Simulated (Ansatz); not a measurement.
# Si3H6F2 + SiH4 + HCl: a complex and its separated parts

Aim: how far the complex at one end of a reaction step lies below its separated, relaxed parts, level by level.

The runs use Ansatz 0.2.0, Gaussian basis; PBE0-D4/def2-TZVP structures, single points in def2-TZVPP, no counterpoise correction.

Levels: SPW92, PBE-D4, BLYP-D4, r2SCAN-D4, B97M-V, PBE0-D4, B3LYP-D4, r2SCAN0-D4, BHLYP-D4, CAM-B3LYP-D4, wB97X-V, wB97M-V, B2PLYP, PBE-QIDH, RPA on PBE, Hartree-Fock, MP2, CCSD, CCSD(T).

Correlated methods freeze the cores. B3LYP uses VWN-RPA correlation. B2PLYP carries no dispersion term here.

113 further runs of the same task are left out: 113 set aside as unsound or not needed. Runs told in other sessions of the task aren't counted.

### 1 The starting structure

The complex: 18 atoms, charge 0, spin multiplicity 1.

Atoms are counted from 1 here; the program's logs count them from 0.

Bond lengths: Si1–Si3 2.350 Å, Si1–Si4 2.357 Å, Si1–F5 1.600 Å, Si1–F9 1.615 Å, Si2–H8 1.486 Å, Si2–H10 1.482 Å, Si2–H11 1.486 Å, Si2–H12 1.482 Å, Si3–H13 1.487 Å, Si3–H14 1.485 Å, Si3–H15 1.486 Å, Si4–H16 1.487 Å, Si4–H17 1.487 Å, Si4–H18 1.485 Å, H6–Cl7 1.285 Å. Angles: Si3–Si1–Si4 117.6°, Si3–Si1–F5 108.3°, Si3–Si1–F9 108.3°, Si4–Si1–F5 108.2°, Si4–Si1–F9 109.1°, F5–Si1–F9 104.6°, H8–Si2–H10 109.4°, H8–Si2–H11 108.2°, H8–Si2–H12 109.3°, H10–Si2–H11 109.5°, H10–Si2–H12 110.6°, H11–Si2–H12 109.8°, Si1–Si3–H13 108.0°, Si1–Si3–H14 109.5°, Si1–Si3–H15 110.3°, H13–Si3–H14 109.2°, H13–Si3–H15 109.7°, H14–Si3–H15 110.0° and more.

Coordinates:

```mol
ClF2H11Si4
  3D, bonds by distance, orders not assigned

 18 15  0  0  0  0  0  0  0  0999 V2000
    0.1001    0.1738   -1.7680 Si  0  0
    0.1149    0.0041    2.7060 Si  0  0
    1.7945   -1.4500   -1.6459 Si  0  0
   -1.9593   -0.3191   -0.7331 Si  0  0
   -0.1788    0.4931   -3.3109 F   0  0
    0.1229    2.8465    0.2757 H   0  0
   -0.4051    3.4284    1.2926 Cl  0  0
    0.5337    0.1740    1.2901 H   0  0
    0.6778    1.5559   -1.1650 F   0  0
   -1.3150    0.3701    2.8440 H   0  0
    0.2998   -1.4232    3.0763 H   0  0
    0.9584    0.8611    3.5729 H   0  0
    1.2815   -2.6988   -2.2691 H   0  0
    2.1268   -1.7150   -0.2228 H   0  0
    3.0050   -0.9868   -2.3725 H   0  0
   -2.8843   -0.8593   -1.7639 H   0  0
   -1.7386   -1.3569    0.3082 H   0  0
   -2.5341    0.9022   -0.1145 H   0  0
  1  3  8  0
  1  4  8  0
  1  5  8  0
  1  9  8  0
  2  8  8  0
  2 10  8  0
  2 11  8  0
  2 12  8  0
  3 13  8  0
  3 14  8  0
  3 15  8  0
  4 16  8  0
  4 17  8  0
  4 18  8  0
  6  7  8  0
M  END
```

Its parts: Si3H6F2 holds atoms 1, 3, 4, 5, 9, 13, 14, 15, 16, 17, 18; SiH4 holds atoms 2, 8, 10, 11, 12; HCl holds atoms 6, 7. Each part counts its atoms afresh in its own runs.

### 2 Relaxing Si3H6F2 alone

The input, relax-a/in.yaml:

```yaml
crystal:
  periodic: [false, false, false]
  atoms:
    - {symbol: Si, position_ang: [0.100066, 0.173756, -1.768031]}
    - {symbol: Si, position_ang: [1.794492, -1.450023, -1.645901]}
    - {symbol: Si, position_ang: [-1.959306, -0.319138, -0.733145]}
    - {symbol: F, position_ang: [-0.178848, 0.493106, -3.310892]}
    - {symbol: F, position_ang: [0.677838, 1.555903, -1.164971]}
    - {symbol: H, position_ang: [1.281526, -2.698815, -2.269136]}
    - {symbol: H, position_ang: [2.126821, -1.715045, -0.222757]}
    - {symbol: H, position_ang: [3.004983, -0.986771, -2.372511]}
    - {symbol: H, position_ang: [-2.884253, -0.859253, -1.763934]}
    - {symbol: H, position_ang: [-1.738567, -1.356884, 0.308223]}
    - {symbol: H, position_ang: [-2.534147, 0.902179, -0.114528]}
basis:
  gaussian: {orbitals: def2-TZVP}
hamiltonian: {xc: pbe0, dispersion: d4}
relax: {f_tol: 0.005, max_steps: 200}
```

Command:

```bash
$ ansatz run in.yaml --threads 4 --pin off --events-out ev --progress --plain --max-ram 66560MiB --backend cuda --devices 0, --max-vram 37GiB
```

The runs that follow: Relaxing SiH4 alone; Relaxing HCl alone; SPW92/def2-TZVPP; PBE-D4/def2-TZVPP; BLYP-D4/def2-TZVPP; r2SCAN-D4/def2-TZVPP; B97M-V/def2-TZVPP; PBE0-D4/def2-TZVPP; B3LYP-D4/def2-TZVPP; r2SCAN0-D4/def2-TZVPP; BHLYP-D4/def2-TZVPP; CAM-B3LYP-D4/def2-TZVPP; wB97X-V/def2-TZVPP; wB97M-V/def2-TZVPP; B2PLYP/def2-TZVPP; PBE-QIDH/def2-TZVPP; RPA on PBE/def2-TZVPP; CCSD(T)/def2-TZVPP; Vibrations of Si3H6F2; Vibrations of SiH4; Vibrations of HCl.

Before running it: what results should come out? Wanted: complex less parts, CCSD(T)/def2-TZVPP; with zero-point energy; largest T1 diagnostic.

As calculated:

| quantity | value |
| --- | --- |
| complex less parts, CCSD(T)/def2-TZVPP | -4.8 kcal/mol |
| with zero-point energy | -3.1 kcal/mol |
| largest T1 diagnostic | 0.013 |

At CCSD(T) the complex lies 4.8 kcal/mol below its parts. Among the functionals r2SCAN-D4 lands nearest to CCSD(T) (-0.9 kcal/mol) and SPW92 farthest (-4.8 kcal/mol). By rung, the mean size of the error is: LDA 4.8, GGA 1.8, meta-GGA 1.0, hybrid 1.6, range-separated hybrid 1.4, double hybrid 1.7 kcal/mol. The double hybrids carry no dispersion term here, unlike the levels marked D4 or V. PBE-D4 gives a relative energy 2.0 kcal/mol too low, outside chemical accuracy (1 kcal/mol). No counterpoise was applied, and triple zeta lacks some correlation, so the CCSD(T) reference has a basis error of its own, and close matches with it are partly luck.
